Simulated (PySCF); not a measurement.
# A diatomic session: Pb2

An exercise on one series of results from a longer session: the logs are not shown, and one member is left open.

The runs use PySCF 2.14.0; Pb def2-SVP with ECP60, scalar-relativistic core potentials.

The first run:

A driver script around PySCF takes these settings:

| Quantity | Value |
| --- | --- |
| atoms | Pb, Pb |
| charge | 0 |
| basis | Pb def2-SVP with ECP60 |
| Hamiltonian | scalar-relativistic core potentials |
| basis functions | 52 |
| electrons treated | 44 |
| masses in u | 207.9766, 207.9766 |
| levels | PBE0, PBE, r²SCAN, r²SCANh, TPSS, M06, HSE06, HF, MP2, SCS-MP2, CCSD, CCSD(T) |
| grid | 80 radial by 434 angular points |
| occupations | held fixed by the projection of orbital angular momentum |
| dissociation limit | Pb + Pb, each in its ground configuration |
| starting distance in angstrom | 2.790 |
| values of 2S to try | 0, 2, 4 |

Started as:

```console
$ OMP_NUM_THREADS=1 python dia.py task.json out
```

Among the steps run: Set-up; First curve: PBE0; Higher solutions at PBE0; PBE; r²SCAN (meta-GGA); r²SCANh (hybrid meta-GGA); TPSS; M06 (hybrid meta-GGA); HSE06; UHF; Adding correlation.

One table of the session follows, with a row left open; its other results are not shown here.

Differences from CCSD(T) in the same basis:

```
      level  Re (mÅ)  ωe (%)
        UHF      -76   +15.0
    UHF-MP2      -17    +1.6
UHF-SCS-MP2      -26    +4.1
   UHF-CCSD      -18    +3.8
        PBE       +7    -2.4
       TPSS       -8    -0.6
     r²SCAN      -28    +2.8
    r²SCANh      -43    +5.2
       PBE0      -44    +5.7
        M06        ?       ?
      HSE06      -31    +3.9
```

Estimate the missing values for M06.

As computed: Re (mÅ): +25; ωe (%): -2.0. In the column «Re (mÅ)» it is the highest.
